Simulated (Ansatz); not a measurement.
**CH₄BBrO: one species, many methods**

One table from this session's results is given with a row withheld; the runs are named, their logs left out.

Program: Ansatz 0.2.0, Gaussian basis. Level of theory: functionals in def2-TZVPP, the program's frozen cores in correlated methods. These are calculated values, not measurements.

Levels to be run: LDA (SPW92), PBE-D4, revPBE-D4, BLYP-D4, r2SCAN-D4, B97M-V, PBE0-D4, B3LYP-D4, r2SCANh-D4, r2SCAN0-D4, HSE06-D4, BHLYP-D4, CAM-B3LYP-D4, LC-ωPBE, ωB97X-V, ωB97M-V, B2PLYP, PBE-QIDH; CCSD(T)/def2-SVP; CCSD(T)/def2-TZVPP; MP2/def2-QZVPP; extrapolation to the limit; RPA on PBE.

## The geometry

An earlier PBE0-D4 in a triple-zeta def2 set relaxation fixed the geometry.

SMILES `OBCBr`, 8 atoms, charge 0, spin multiplicity 1.

Atoms are counted from 1 here; the program's logs count them from 0.

Bond lengths: O1–B2 1.351 Å, O1–H5 0.960 Å, B2–C3 1.568 Å, B2–H6 1.200 Å, C3–Br4 1.960 Å, C3–H7 1.088 Å, C3–H8 1.088 Å. Angles: B2–O1–H5 113.4°, O1–B2–C3 117.9°, O1–B2–H6 121.0°, C3–B2–H6 121.1°, B2–C3–Br4 101.5°, B2–C3–H7 115.6°, B2–C3–H8 115.4°, Br4–C3–H7 105.7°, Br4–C3–H8 106.5°, H7–C3–H8 110.8°.

The first run:

Contents of in.yaml:

```yaml
crystal:
  periodic: [false, false, false]
  atoms:
    - {symbol: O, position_ang: [-0.322370, 1.396908, -0.772158]}
    - {symbol: B, position_ang: [-0.208036, 0.519188, 0.248837]}
    - {symbol: C, position_ang: [0.624305, -0.786832, 0.002741]}
    - {symbol: Br, position_ang: [-0.796047, -2.124950, -0.182211]}
    - {symbol: H, position_ang: [-0.888735, 2.145272, -0.570020]}
    - {symbol: H, position_ang: [-0.744661, 0.722637, 1.303048]}
    - {symbol: H, position_ang: [1.235307, -1.119900, 0.838606]}
    - {symbol: H, position_ang: [1.192438, -0.809423, -0.924743]}
basis:
  gaussian: {orbitals: def2-TZVPP}
hamiltonian: {xc: lda}
output: {orbitals: {seedname: orbitals}}
```

Command:

```
ansatz run in.yaml --threads 2 --pin off --events-out ev --progress --plain --max-ram 4352MiB
```

Among the steps run: LDA; PBE-D4 (GGA); revPBE-D4 (GGA); BLYP-D4 (GGA); r2SCAN-D4 (meta-GGA); B97M-V (meta-GGA); PBE0-D4 (hybrid); B3LYP-D4 (hybrid); r2SCANh-D4 (hybrid); r2SCAN0-D4 (hybrid); HSE06-D4 (hybrid); BHLYP-D4 (hybrid); CAM-B3LYP-D4 (range-separated); LC-ωPBE (range-separated); ωB97X-V (range-separated); ωB97M-V (range-separated); B2PLYP (double hybrid); PBE-QIDH (double hybrid).

One table of the session follows, with a row left open; its other results are not shown here.

It belongs to the step «Frontier levels by functional». 

```
  functional  HOMO (eV)  gap (eV)
 LDA (SPW92)      -6.71      4.59
      PBE-D4      -6.56      4.70
   revPBE-D4      -6.51      4.75
     BLYP-D4          ?         ?
   r2SCAN-D4      -6.85      5.27
      B97M-V      -6.96      5.41
     PBE0-D4      -7.84      6.97
    B3LYP-D4      -7.59      6.48
  r2SCANh-D4      -7.33      6.10
  r2SCAN0-D4      -8.04      7.33
    HSE06-D4      -7.44      6.19
    BHLYP-D4      -8.99      9.13
CAM-B3LYP-D4      -9.18      9.39
     LC-ωPBE     -10.57     12.01
     ωB97X-V     -10.21     11.52
     ωB97M-V     -10.07     11.17
```

**Question.** Estimate the row for BLYP-D4.

Worked estimate for «HOMO (eV)». Against the share of exact exchange, B3LYP-D4 (0.2, -7.59), BHLYP-D4 (0.5, -8.99) give a slope of -4.67 per unit share; at 0 the line stands at -6.66.

As computed: HOMO (eV): -6.41; gap (eV): 4.67. In «HOMO (eV)» the line misses by -0.25.
